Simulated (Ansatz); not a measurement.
A nudged elastic band was laid between two geometries of a periodic cell of 17 atoms, LiTa$_{16}$ (host Ta, host structure bcc, interstitial Li).

These are results of DFT PBE-D3(BJ), scalar-relativistic, plane waves, PAW (Ansatz), not measurements. Settings: cutoff 420 eV, k mesh 3x3x3, gaussian smearing 0.05 eV, no spin polarisation.

```yaml
movable_images: 5
climbing_image: yes
spring: 5.0 eV/Å²
optimiser: quadratic models (default)
start_path: IDPP
force_threshold: 0.03 eV/Å
iteration_limit: 77
end_points: relaxed
```

Image 0:

```xyz
17
Lattice="6.6200 0.0000 0.0000 0.0000 6.6200 0.0000 0.0000 0.0000 6.6200" Properties=species:S:1:pos:R:3
Ta -0.013 0.015 0.002
Ta 3.233 0.038 0.002
Ta -0.013 3.295 0.002
Ta 0.161 0.267 3.311
Ta 1.736 1.655 1.619
Ta 3.233 3.272 0.002
Ta 3.367 -0.046 3.312
Ta 4.982 1.655 1.641
Ta 0.162 3.041 3.311
Ta 1.601 4.965 1.703
Ta 1.736 1.655 5.005
Ta 3.367 3.355 3.312
Ta 4.809 4.965 1.390
Ta 4.981 1.655 4.982
Ta 1.602 4.965 4.921
Ta 4.806 4.965 5.236
Li 5.794 4.964 3.315
```

Image 6:

```xyz
17
Lattice="6.6200 0.0000 0.0000 0.0000 6.6200 0.0000 0.0000 0.0000 6.6200" Properties=species:S:1:pos:R:3
Ta 0.018 -0.015 -0.002
Ta 3.297 -0.014 -0.002
Ta 0.040 3.231 -0.002
Ta 0.270 0.160 3.308
Ta 1.657 1.735 1.615
Ta 3.274 3.231 -0.002
Ta 3.044 0.160 3.308
Ta 4.967 1.600 1.699
Ta -0.044 3.366 3.308
Ta 1.657 4.980 1.637
Ta 1.657 1.734 5.001
Ta 3.358 3.366 3.308
Ta 4.967 4.806 1.385
Ta 4.967 1.600 4.917
Ta 1.657 4.980 4.978
Ta 4.967 4.805 5.231
Li 4.967 5.792 3.308
```

Task: What changes between the two ends?

Result: The atom that moves furthest is Li17, by 1.17 Å; four of its nearest neighbours are Ta16 2.16, Ta9 2.16, Ta4 2.16, Ta13 2.16 Å at the first end and Ta16 2.16, Ta13 2.16, Ta7 2.16, Ta4 2.16 Å at the last.

Task: What energy profile does the band end with?

Result: The run converged. The highest image is number 3 of 0 to 6, 0.094 eV above the ends, which have the same energy within 2 meV. By the program's own check the climbing image is a first-order saddle point (lowest curvatures found: -0.76 and 2.04 eV/Å²). Limits of this set-up: coarse k mesh, a small cell, in which the defect meets its images, a typed lattice constant that wasn't relaxed here.

```
image  path coordinate (Å)  energy (eV)  Ta10–Li17 (Å)  Ta15–Li17 (Å)  Ta8–Li17 (Å)
    0                 0.00        0.000           2.91           2.91          3.80
    1                 0.25        0.024           2.96           2.96          3.60
    2                 0.49        0.071           3.07           3.07          3.41
    3                 0.74        0.094           3.22           3.22          3.22
    4                 0.98        0.072           3.41           3.41          3.07
    5                 1.23        0.024           3.60           3.61          2.96
    6                 1.48        0.000           3.80           3.80          2.91
```

Task: What is the geometry of the highest image?

Result: 
```xyz
17
Lattice="6.6200 0.0000 0.0000 0.0000 6.6200 0.0000 0.0000 0.0000 6.6200" Properties=species:S:1:pos:R:3
Ta -0.004 -0.006 0.001
Ta 3.251 -0.014 0.000
Ta -0.012 3.249 0.000
Ta 0.331 0.328 3.312
Ta 1.714 1.712 1.609
Ta 3.221 3.219 -0.001
Ta 3.231 -0.001 3.310
Ta 4.966 1.596 1.681
Ta 0.001 3.229 3.310
Ta 1.598 4.964 1.681
Ta 1.714 1.712 5.013
Ta 3.378 3.376 3.310
Ta 4.846 4.844 1.372
Ta 4.966 1.595 4.939
Ta 1.598 4.964 4.939
Ta 4.849 4.846 5.246
Li 5.487 5.485 3.308
```

The run took 8.3 min on 4 threads of Intel(R) Xeon(R) CPU @ 2.60GHz (Ice Lake) (shared host), peak memory 2.7 GiB.
